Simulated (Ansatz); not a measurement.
# ScPd: strong compression

How does ScPd answer strong compression? The runs shown use PAW. Its runs: atoms relaxed at the given volume (PAW); volume scaled by 1 (PAW); atoms relaxed at 0.75 of the volume (PAW); volume scaled by 0.75 (PAW); atoms relaxed at 0.6 of the volume (PAW); volume scaled by 0.6 (PAW); atoms relaxed at 0.5 of the volume (PAW); volume scaled by 0.5 (PAW).

Method: DFT, PBEsol, PAW with Ansatz's default frozen-core files, scalar-relativistic, in Ansatz 0.2.0.

### 1 The system as given

It takes space group Pm-3m (No. 221, cubic). The conventional cell has a = 3.283 Å, b = 3.283 Å, c = 3.283 Å, α = 90.00°, β = 90.00°, γ = 90.00°. Sc (site symmetry m-3m) is surrounded by 8 Pd at 2.84 Å. Pd (site symmetry m-3m) has 8 Sc at 2.84 Å as nearest neighbours.

Coordinates:

```
Sc Pd
1.0
     3.28300    0.00000    0.00000
     0.00000    3.28300    0.00000
     0.00000    0.00000    3.28300
Sc Pd
1 1
Cartesian
  1.6415 1.6415 1.6415
  0.0000 0.0000 0.0000
```

Whether this phase is the stable one at these pressures isn't tested.

Atoms are numbered in the order of the input: Sc1, Pd2.

### 2 Atoms relaxed at the given volume, PAW

input.yaml

```yaml
crystal:
  lattice:
    - [3.283, 0.0, 0.0]
    - [0.0, 3.283, 0.0]
    - [0.0, 0.0, 3.283]
  atoms:
    - { symbol: Sc, position: [0.5, 0.5, 0.5] }
    - { symbol: Pd, position: [0.0, 0.0, 0.0] }
kpoints:
  mp_grid: { grid: [11, 11, 11] }
scf:
  occupations: { method: fermi_dirac, width: 0.05 }
hamiltonian:
  xc: pbesol
  pseudopotentials: { kind: paw }
output:
  forces: true
  stress: true
  write_density: true
  write_potential: true
  elf: true
  volumetric_format: npy
relax:
  f_tol: 0.01
  max_steps: 30
```

On the command line:

```sh
> ansatz run input.yaml --threads 1 --pin off --max-ram 2048MiB --backend cpu --events-out ev --progress --plain --runs-dir out
```

After this run come: Volume scaled by 1, PAW; Atoms relaxed at 0.75 of the volume, PAW; Volume scaled by 0.75, PAW; Atoms relaxed at 0.6 of the volume, PAW; Volume scaled by 0.6, PAW; Atoms relaxed at 0.5 of the volume, PAW; Volume scaled by 0.5, PAW.

**Question.** What will these runs give? Wanted: PAW pressure at 0.5 of the volume; fitted bulk modulus at zero pressure.

As calculated:

| quantity | value |
| --- | --- |
| PAW pressure at 0.5 of the volume | 332.4 GPa |
| fitted bulk modulus at zero pressure (PAW) | 128 GPa |
| its pressure derivative | 3.95 |

By PAW the pressure climbs to 332 GPa at 0.5 of the first volume. One third-order Birch-Murnaghan curve follows these points (B₀ = 128 GPa, B′ = 3.95, misfit at most 0.64 GPa). A fit over so wide a range leans to the high pressures, so B₀ can be off by several per cent. No all-electron run checks these rows here, and frozen cores can fail under such compression. The ions are at rest, and the electrons smeared by 0.05 eV.
